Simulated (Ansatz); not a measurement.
# LaAlS3: the cost of one run

Computed with Ansatz 0.2.0 (DFT PBE, scalar-relativistic, plane waves, PAW, unless a step's input says otherwise).

## Step 1: The structure to begin with

The structure is cubic, space group Pm-3m (No. 221). The conventional cell has a = 4.799 Å, b = 4.799 Å, c = 4.799 Å, α = 90.00°, β = 90.00°, γ = 90.00°. Around La (site symmetry m-3m) lie 6 S at 2.40 Å. Around Al (site symmetry m-3m) lie 12 S at 3.39 Å. S (site symmetry 4/mmm) has 2 La at 2.40 Å and 4 Al at 3.39 Å as nearest neighbours.

As a file:

```xyz
5
Lattice="4.7993 0.0000 0.0000 0.0000 4.7993 0.0000 0.0000 0.0000 4.7993" Properties=species:S:1:pos:R:3 pbc="T T T"
La    2.3997    2.3997    2.3997
Al    0.0000    0.0000    0.0000
S     2.3997    0.0000    2.3997
S     0.0000    2.3997    2.3997
S     2.3997    2.3997    0.0000
```

Recipe of the guess: species swapped into a database cell of Cr3PdN (Pm-3m, No. 221), with S on the Cr sites, Al on the Pd sites and La on the N sites. Lengths come from tabulated atomic sizes and are only a guess.

## Step 2: Probe: one point on a coarse mesh

File input.yaml:

```yaml
crystal:
  lattice:
    - [4.79932098, 0.0, 0.0]
    - [0.0, 4.79932098, 0.0]
    - [0.0, 0.0, 4.79932098]
  atoms:
    - { symbol: La, position: [0.5, 0.5, 0.5] }
    - { symbol: Al, position: [0.0, 0.0, 0.0] }
    - { symbol: S, position: [0.5, 0.0, 0.5] }
    - { symbol: S, position: [0.0, 0.5, 0.5] }
    - { symbol: S, position: [0.5, 0.5, 0.0] }
basis:
  ecutwfc: 420
kpoints:
  mp_grid: { grid: [4, 4, 4] }
hamiltonian:
  xc: pbe
scf:
  occupations: { method: gaussian, width: 0.1 }
  lower_state_search: "off"
output:
  forces: true
  stress: true
  eigenvalues: true
```

Launch:

```console
$ ansatz run input.yaml --threads 1 --pin off --max-ram 2048MiB --backend cpu --events-out ev --progress --plain --runs-dir out
```

What time and memory should one allow on 1 thread of Arm Neoverse V2, shared host?

About 1.6 s, with a peak of 0.35 GiB.
